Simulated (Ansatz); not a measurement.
**Ta3Cu in Ansatz: the effect of functional**

Crystal: Ta3Cu.

```
CELL_PARAMETERS angstrom
-2.01980 2.01980 4.23604
2.01980 -2.01980 4.23604
2.01980 2.01980 -4.23604
ATOMIC_POSITIONS crystal
Ta 0.50000 0.50000 0.00000
Ta 0.25000 0.75000 0.50000
Ta 0.75000 0.25000 0.50000
Cu 0.00000 0.00000 0.00000
```

The cell comes from a database or a generator and needn't be the stable form of this composition.

The cell isn't the ideal one: volume scaled by 1.02.

Alike in all runs:

```yaml
Program: Ansatz 0.2.0
Task: single point
Potentials_or_basis: Ansatz PAW
k_mesh: 9 × 9 × 9
Occupations: fermi-dirac, width 0.05 eV
Spin: no spin polarisation
```

```csv
functional,cutoff,pressure (GPa)
LDA,420 eV (not typed: the program's choice for these potentials),-14.3
r2SCAN,500 eV (not typed: the program's choice for these potentials),-6.2
PBE,420 eV (not typed: the program's choice for these potentials),?
```

Problem. What does the run with functional PBE give?

Solution. Pressure -3.0 GPa.

Caveats: the PAW data sets come from PBE, with cores solved anew for the run's functional, which leaves a small shift of forces and pressure (some runs).
